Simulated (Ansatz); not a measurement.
**revPBE/6-31G(d) (spherical functions) run of CH6GaN (SMILES [CH3][GaH][NH2])**

Aim: the electronic atomisation energy of CH6GaN at revPBE/6-31G* (spherical functions), from 5 runs. 

The results are computed with Ansatz 0.2.0.

65 further runs of the same task are left out: 1 that didn't finish, 64 set aside as unsound or not needed.

**1. The system as given**

CH6GaN: 9 atoms, total charge 0, spin state singlet. As SMILES, `[CH3][GaH][NH2]`. Geometry: relaxed at PBE0-D4/def2-TZVP.

Bond lengths: C1–Ga2 1.962 Å, Ga2–N3 1.819 Å, C1–H4 1.093 Å, C1–H5 1.093 Å, C1–H6 1.091 Å, Ga2–H7 1.566 Å, N3–H8 1.006 Å, N3–H9 1.006 Å. Some angles: C1–Ga2–N3 118.1°, C1–Ga2–H7 126.4°, N3–Ga2–H7 115.5°, Ga2–C1–H4 110.4°, Ga2–C1–H5 110.5°, Ga2–C1–H6 111.7°, Ga2–N3–H8 124.0°, Ga2–N3–H9 124.3°, H4–C1–H5 107.2°, H4–C1–H6 108.5°.

**2. The energy at revPBE/6-31G(d) (spherical functions)**

Input file job.yaml:

```yaml
crystal:
  periodic: [false, false, false]
  atoms:
    - {symbol: C, position_ang: [-0.279100, 0.944700, -1.124800]}
    - {symbol: Ga, position_ang: [0.513400, -0.531900, -0.104400]}
    - {symbol: "N", position_ang: [-0.068200, -0.807600, 1.596800]}
    - {symbol: H, position_ang: [-0.756000, 0.568300, -2.033100]}
    - {symbol: H, position_ang: [0.493400, 1.652200, -1.435600]}
    - {symbol: H, position_ang: [-1.026300, 1.483500, -0.540100]}
    - {symbol: H, position_ang: [1.617900, -1.521300, -0.608700]}
    - {symbol: H, position_ang: [0.276500, -1.536600, 2.197700]}
    - {symbol: H, position_ang: [-0.771600, -0.251300, 2.052200]}
basis:
  gaussian: {orbitals: 6-31G_st_-spherical.json}
hamiltonian: {xc: {name: revPBE}}
accuracy: high
output: {orbitals: {seedname: orbitals}}
```

The basis set 6-31G* is read from a file made from the Basis Set Exchange's data (not shown).

Started as:

```console
$ ansatz run job.yaml --threads 1 --pin off --max-ram 3480MiB --events-out events.jsonl --progress --plain --runs-dir runs
```

What it wrote:

```text
Warning: RAYON_NUM_THREADS=1 ignored (pool sized by the plan → 1); use --threads N
Functional definition: revPBE
  name "revPBE"
  parameter kappa = 1.245
  parameter beta = 0.06672455060314922
  exchange = pbe_x(kappa = kappa, mu = beta*pi^2/3)
  correlation = pbe_c(beta = beta)
1652 factors; integrals over basis functions are off by at most 4.7e-9 eV
mean field evaluation 1: about -54976.4799 eV, gradient 8.3e1 eV
mean field evaluation 2: about -54923.6251 eV, gradient 1.5e2 eV
mean field evaluation 4: about -54990.3902 eV, gradient 1.4e1 eV
mean field evaluation 8: about -54990.8511 eV, gradient 3.4e-1 eV
mean field evaluation 16: about -54990.8513 eV, gradient 3.6e-6 eV
mean field -54990.85130444 eV, -2020.8765113003 hartree, gradient 2.5e-8 eV, S^2 0.000000; 0 other end points of the search recorded, 0 dependent functions left out
reference -54990.85131020 eV, -2020.8765115122 hartree; 25, 25 occupied and 47, 47 virtual orbitals, 1652 factors
Total energy: -54990.85131020 eV, -2020.8765115122 hartree
```

It took 5.7 s on 1 thread of Arm Neoverse V1, shared host; peak memory 0.2 GiB.

**3. The C atom, same level**

Input file run.yaml:

```yaml
crystal:
  periodic: [false, false, false]
  atoms:
    - {symbol: C, position_ang: [0.000000, 0.000000, 0.000000]}
basis:
  gaussian: {orbitals: 6-31G_st_-spherical.json}
magnetization: {spin_polarized: true, initial_magnetization: 2}
hamiltonian: {xc: {name: revPBE}}
accuracy: high
```

The basis set 6-31G* is read from a file made from the Basis Set Exchange's data (not shown).

Run the same way, it converges to -37.83147 Eh (log not shown).

**4. The Ga atom at the same level**

Input file run.yaml:

```yaml
crystal:
  periodic: [false, false, false]
  atoms:
    - {symbol: Ga, position_ang: [0.000000, 0.000000, 0.000000]}
basis:
  gaussian: {orbitals: 6-31G_st_-spherical.json}
hamiltonian: {xc: {name: revPBE}}
magnetization: {spin_polarized: true, initial_magnetization: 1}
accuracy: high
```

The basis set 6-31G* is read from a file made from the Basis Set Exchange's data (not shown).

Started as:

```console
$ ansatz run run.yaml --threads 1 --pin off --max-ram 3480MiB --events-out events.jsonl --progress --plain --runs-dir runs
```

What it wrote:

```text
Warning: RAYON_NUM_THREADS=1 ignored (pool sized by the plan → 1); use --threads N
Functional definition: revPBE
  name "revPBE"
  parameter kappa = 1.245
  parameter beta = 0.06672455060314922
  exchange = pbe_x(kappa = kappa, mu = beta*pi^2/3)
  correlation = pbe_c(beta = beta)
306 factors; integrals over basis functions are off by at most 3.0e-9 eV
mean field evaluation 1: about -52365.3764 eV, gradient 1.1e1 eV
mean field evaluation 2: about -52365.2057 eV, gradient 1.6e1 eV
mean field evaluation 4: about -52365.5959 eV, gradient 1.4e-1 eV
mean field evaluation 8: about -52365.5921 eV, gradient 3.2e-3 eV
mean field evaluation 16: about -52365.5921 eV, gradient 8.8e-8 eV
mean field evaluation 32: about -52365.5958 eV, gradient 2.9e-1 eV
mean field evaluation 64: about -52365.5921 eV, gradient 5.1e-3 eV
mean field -52365.59212895 eV, -1924.4000160659 hartree, gradient 6.2e-9 eV, S^2 0.752152; 7 other end points of the search recorded, 0 dependent functions left out
reference -52365.59213197 eV, -1924.4000161767 hartree; 16, 15 occupied and 16, 17 virtual orbitals, 306 factors
Total energy: -52365.59213197 eV, -1924.4000161767 hartree
```

Wall time 5.1 s (1 thread of Arm Neoverse V1, shared host); peak memory 0.096 GiB.

**5. The H atom**

Input file in.yaml:

```yaml
crystal:
  periodic: [false, false, false]
  atoms:
    - {symbol: H, position_ang: [0.000000, 0.000000, 0.000000]}
basis:
  gaussian:
    orbitals: "6-31G*"
magnetization:
  spin_polarized: true
  initial_magnetization: 1
hamiltonian:
  xc: {name: revPBE}
accuracy: high
```

Started as:

```console
$ ansatz run in.yaml --threads 1 --pin off --max-ram 3480MiB --events-out events.jsonl --progress --plain --runs-dir runs
```

What it wrote:

```text
Warning: RAYON_NUM_THREADS=1 ignored (pool sized by the plan → 1); use --threads N
Functional definition: revPBE
  name "revPBE"
  parameter kappa = 1.245
  parameter beta = 0.06672455060314922
  exchange = pbe_x(kappa = kappa, mu = beta*pi^2/3)
  correlation = pbe_c(beta = beta)
3 factors; integrals over basis functions are off by at most 5.4e-10 eV
mean field evaluation 1: about -13.6592 eV, gradient 1.3e-1 eV
mean field evaluation 2: about -13.6582 eV, gradient 1.5e-1 eV
mean field evaluation 4: about -13.6584 eV, gradient 9.0e-7 eV
mean field evaluation 8: about -13.6584 eV, gradient 5.2e-10 eV
mean field -13.65837642 eV, -0.5019360756 hartree, gradient 3.5e-9 eV, S^2 0.750000; 0 other end points of the search recorded, 0 dependent functions left out
reference -13.65837845 eV, -0.5019361500 hartree; 1, 0 occupied and 1, 2 virtual orbitals, 3 factors
Total energy: -13.65837845 eV, -0.5019361500 hartree
```

It took 0.1 s on 1 thread of Arm Neoverse V1, shared host.

**6. The N atom, same level**

Input file input.yaml:

```yaml
crystal:
  periodic: [false, false, false]
  atoms:
    - symbol: N
      position_ang: [0.000000, 0.000000, 0.000000]
basis:
  gaussian:
    orbitals: 6-31G_st_-spherical.json
hamiltonian:
  xc: {name: revPBE}
magnetization:
  spin_polarized: true
  initial_magnetization: 3
accuracy: high
```

The basis set 6-31G* is read from a file made from the Basis Set Exchange's data (not shown).

Run the same way, it converges to -54.56705 Eh (log not shown).

**7. Summary of results**

At revPBE/6-31G* (spherical functions):

| quantity | value |
| --- | --- |
| molecule: total energy | -2020.87651 Eh |
| molecule: HOMO energy | -5.53 eV |
| molecule: LUMO energy | -0.79 eV |
| molecule: HOMO–LUMO gap | 4.74 eV |
| C atom: total energy | -37.83147 Eh |
| C atom: ⟨S²⟩ | 2.002 |
| Ga atom: total energy | -1924.40002 Eh |
| Ga atom: ⟨S²⟩ | 0.752 |
| H atom: total energy | -0.50194 Eh |
| H atom: ⟨S²⟩ | 0.750 |
| N atom: total energy | -54.56705 Eh |
| N atom: ⟨S²⟩ | 3.751 |
| electronic atomisation energy | 29.017 eV |

In words: Taking the molecule apart into free atoms costs 29.02 eV (2800 kJ/mol), before zero-point energy and without spin-orbit coupling.
